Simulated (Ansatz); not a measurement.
# C4H10SSi: the cost of one run

Method: RKS B3LYP-D4/6-31G*, in Ansatz 0.2.0.

### 1 The starting structure

Bond lengths (14 of 15 bonds, heavy atoms first): C1–C2 1.544 Å, C2–C3 1.489 Å, C3–S4 1.860 Å, C2–C5 1.476 Å, C5–Si6 1.787 Å, C1–H7 1.062 Å, C1–H8 1.107 Å, C1–H9 1.096 Å, C3–H10 1.108 Å, C3–H11 1.131 Å, S4–H12 1.354 Å, C5–H13 1.130 Å, C5–H14 1.084 Å, Si6–H15 1.474 Å. Angles (14 of 25 angles, heavy atoms first): C1–C2–C3 115.6°, C1–C2–C5 122.6°, C3–C2–C5 120.1°, C2–C3–S4 110.4°, C2–C5–Si6 88.9°, C2–C1–H7 109.5°, C2–C1–H8 106.1°, C2–C1–H9 110.5°, C2–C3–H10 114.9°, C2–C3–H11 112.1°, S4–C3–H10 105.8°, S4–C3–H11 107.8°, C3–S4–H12 92.2°, C2–C5–H13 118.5°.

Structure file:

```xyz
16

C    -0.5381   -1.5581   -0.0740
C    -0.0465   -0.1106   -0.2942
C     1.3962    0.1280   -0.0147
S     2.4377   -0.4475   -1.4448
C    -0.9724    1.0305   -0.4322
Si   -1.0852    1.1106    1.3496
H    -0.0905   -2.1972   -0.7943
H    -1.6283   -1.5452   -0.2669
H    -0.3679   -1.8672    0.9641
H     1.6696    1.1887    0.1491
H     1.7469   -0.4190    0.9105
H     1.7189    0.2828   -2.3295
H    -1.9588    0.8644   -0.9587
H    -0.5973    1.9444   -0.8775
H     0.1054    1.5360    2.1080
H    -1.8126    0.0368    2.0501
```

### 2 End point A

Contents of input.yaml:

```yaml
crystal:
  periodic: [false, false, false]
  atoms:
    - { symbol: C, position_ang: [-0.5381, -1.5581, -0.074] }
    - { symbol: C, position_ang: [-0.0465, -0.1106, -0.2942] }
    - { symbol: C, position_ang: [1.3962, 0.128, -0.0147] }
    - { symbol: S, position_ang: [2.4377, -0.4475, -1.4448] }
    - { symbol: C, position_ang: [-0.9724, 1.0305, -0.4322] }
    - { symbol: Si, position_ang: [-1.0852, 1.1106, 1.3496] }
    - { symbol: H, position_ang: [-0.0905, -2.1972, -0.7943] }
    - { symbol: H, position_ang: [-1.6283, -1.5452, -0.2669] }
    - { symbol: H, position_ang: [-0.3679, -1.8672, 0.9641] }
    - { symbol: H, position_ang: [1.6696, 1.1887, 0.1491] }
    - { symbol: H, position_ang: [1.7469, -0.419, 0.9105] }
    - { symbol: H, position_ang: [1.7189, 0.2828, -2.3295] }
    - { symbol: H, position_ang: [-1.9588, 0.8644, -0.9587] }
    - { symbol: H, position_ang: [-0.5973, 1.9444, -0.8775] }
    - { symbol: H, position_ang: [0.1054, 1.536, 2.108] }
    - { symbol: H, position_ang: [-1.8126, 0.0368, 2.0501] }
basis:
  gaussian: { orbitals: "6-31G*" }
hamiltonian:
  xc: b3lyp
  dispersion: d4
relax:
  f_tol: 0.02
  max_steps: 50
```

Run with:

```bash
$ ansatz run input.yaml --threads 2 --pin off --max-ram 3072MiB --backend cpu --events-out ev --progress --plain --runs-dir out
```

What time and memory should one allow on 2 threads of AMD EPYC 9R45 (Zen 5), shared host?

About 24 s, with a peak of 0.32 GiB.
